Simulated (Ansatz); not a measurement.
# BCl (SMILES [B]Cl) at HSE06/STO-3G

What is the electronic atomisation energy of BCl at HSE06/STO-3G? 

The calculation is run with Ansatz 0.2.0.

40 further runs of the same task are left out: 1 that didn't finish, 39 set aside as unsound or not needed.

### 1 The structure to begin with

BCl: 2 atoms, total charge 0, spin state singlet. SMILES: `[B]Cl`. The shape is that of a PBE0-D4/def2-TZVP optimisation.

Bond lengths: B1–Cl2 1.718 Å.

### 2 A single-point energy at HSE06/STO-3G

Contents of job.yaml:

```yaml
crystal:
  periodic: [false, false, false]
  atoms:
    - {symbol: B, position_ang: [-0.000000, -0.000000, -0.069660]}
    - {symbol: Cl, position_ang: [0.000000, 0.000000, 1.648190]}
basis:
  gaussian:
    orbitals: STO-3G
total_charge: 0
hamiltonian:
  xc: {name: HSE06}
accuracy: high
```

The run is started by

```console
$ ansatz run job.yaml --threads 1 --pin off --max-ram 3480MiB --events-out events.jsonl --progress --plain --runs-dir runs
```

Standard output:

```text
Warning: RAYON_NUM_THREADS=1 ignored (pool sized by the plan → 1); use --threads N
Functional definition: HSE06
  name "HSE06"
  parameter a = 0.25
  parameter omega = 0.11/bohr
  exchange = pbe_x - a*pbe_x_sr(omega) + a*exact_x_sr(omega)
  correlation = pbe_c
224 factors; integrals over basis functions are off by at most 2.1e-8 eV
46 factors; integrals over basis functions are off by at most 5.4e-10 eV
mean field evaluation 1: about -13045.7301 eV, gradient 8.7e0 eV
mean field evaluation 2: about -13045.5979 eV, gradient 1.1e1 eV
mean field evaluation 4: about -13046.1024 eV, gradient 3.7e-2 eV
mean field evaluation 8: about -13046.1000 eV, gradient 1.1e-3 eV
mean field evaluation 16: about -13046.1000 eV, gradient 2.5e-9 eV
mean field -13046.10004797 eV, -479.4353337989 hartree, gradient 2.5e-9 eV, S^2 0.000000; 0 other end points of the search recorded, 0 dependent functions left out
reference -13046.10004934 eV, -479.4353338492 hartree; 11, 11 occupied and 3, 3 virtual orbitals, 224 factors
Total energy: -13046.10004934 eV, -479.4353338492 hartree
```

It took 0.44 s on 1 thread of Intel Xeon Platinum 8488C (Sapphire Rapids), shared host.

### 3 The B atom, same level

Contents of run.yaml:

```yaml
crystal:
  periodic: [false, false, false]
  atoms:
    - {symbol: B, position_ang: [0.000000, 0.000000, 0.000000]}
basis:
  gaussian:
    orbitals: STO-3G
magnetization:
  spin_polarized: true
  initial_magnetization: 1
hamiltonian:
  xc: hse06
accuracy: high
```

Run the same way, it converges to -24.23396 Eh (log not shown).

### 4 The Cl atom at the same level

Contents of input.yaml:

```yaml
crystal:
  periodic: [false, false, false]
  atoms:
    - {symbol: Cl, position_ang: [0.000000, 0.000000, 0.000000]}
basis:
  gaussian:
    orbitals: STO-3G
magnetization:
  spin_polarized: true
  initial_magnetization: 1
accuracy: high
hamiltonian:
  xc: {name: HSE06}
```

Run the same way, it converges to -454.98149 Eh (log not shown).

### 5 Outcome

At HSE06/STO-3G:

| quantity | value |
| --- | --- |
| molecule: total energy | -479.43533 Eh |
| B atom: total energy | -24.23396 Eh |
| B atom: ⟨S²⟩ | 0.750 |
| Cl atom: total energy | -454.98149 Eh |
| Cl atom: ⟨S²⟩ | 0.750 |
| electronic atomisation energy | 5.983 eV |

Taking the molecule apart into free atoms costs 5.98 eV (577 kJ/mol), before zero-point energy and without spin-orbit coupling. In a minimal basis such a difference can be off by several eV, whatever the method.
